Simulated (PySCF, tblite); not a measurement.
# C3H6BO3 radical: geometry, infrared bands and EPR parameters

What infrared bands and EPR parameters should C3H6BO3 radical (`[CH2][C@H]1COB(O)O1`) show?

Computed with tblite 0.8.0 and PySCF 2.14.0, with density-fitted response routines of our own, on a single molecule in the gas phase. Atoms count from 0, in the outputs and in this text.

## (1) The starting structure

13 atoms, charge 0, multiplicity 2; geometry from: force field or distance geometry start.

Bonds of the start (Å): C0–C1 1.51, C1–C2 1.51, C2–O3 1.38, O3–B4 1.45, B4–O5 1.46, B4–O6 1.45, O6–C1 1.39, C0–H7 1.10, C0–H8 1.11, C1–H9 1.11, C2–H10 1.13, C2–H11 1.12, O5–H12 1.00.

## (2) Optimising the geometry with GFN2-xTB

Job settings and geometry (Å):

```
{"job": {"kind": "relax", "xc": "GFN2-xTB", "basis": "xTB"}, "charge": 0, "multiplicity": 2}
C     -1.462900    -0.579400     0.831600
C     -0.861500     0.121800    -0.361300
C      0.034100     1.277300     0.015600
O      1.313400     0.996400    -0.424200
B      1.267500    -0.419900    -0.753000
O      2.242100    -1.408500    -0.303900
O     -0.093000    -0.765000    -1.112700
H     -0.764700    -1.202500     1.405400
H     -2.322900    -1.175300     0.466600
H     -1.706200     0.541200    -0.944600
H     -0.292000     2.220000    -0.508400
H      0.024700     1.450700     1.118500
H      2.617000    -1.056400     0.552600
```

The run is started by

```console
OMP_NUM_THREADS=1 python probes_run.py task.json out
```

The driver reads the jobs from task.json and runs them one after another.

**Question.** This job is followed by: GFN2-xTB harmonic vibrations, gas phase; UKS B3LYP, pcH-1 on B C H O, non-relativistic, mean-field spin-orbit, GIAO. Predict these results of the whole session: strongest single infrared mode (GFN2-xTB); zero-point energy (GFN2-xTB); g(iso) (B3LYP); ⟨S²⟩; largest a(iso) (averaged by class); potential on the surface of density 0.002 e/bohr³, 1st and 99th percentile.

The runs gave:

| quantity | value |
| --- | --- |
| strongest single infrared mode (GFN2-xTB) | 1374 cm⁻¹, 487 km/mol |
| zero-point energy (GFN2-xTB) | 58.7 kcal/mol |
| g(iso) (B3LYP) | 2.00252 |
| ⟨S²⟩ | 0.754 (exact 0.75) |
| largest a(iso) (averaged by class) | 13C on C2, 96.1 MHz |
| potential on the surface of density 0.002 e/bohr³, 1st and 99th percentile | -1.59 V and 2.37 V |

In words: Over 95 steps the energy fell by 1.496 eV; of the close pairs, B4–O5 changed most, 1.459 to 1.341 Å. No mode is imaginary among the 33: a minimum at this level. The strongest single mode, at 1374 cm⁻¹, moves mainly B4. GFN2-xTB is a fitted tight-binding method: band positions and strengths are rough. Its intensities can rank the bands wrongly. C0 carries the largest spin population, 1.07 e. The isotropic g lies 0.2 ppt above the free-electron value. The conformer search found further structures of the same energy, which may be mirror or relabelled copies of this one.
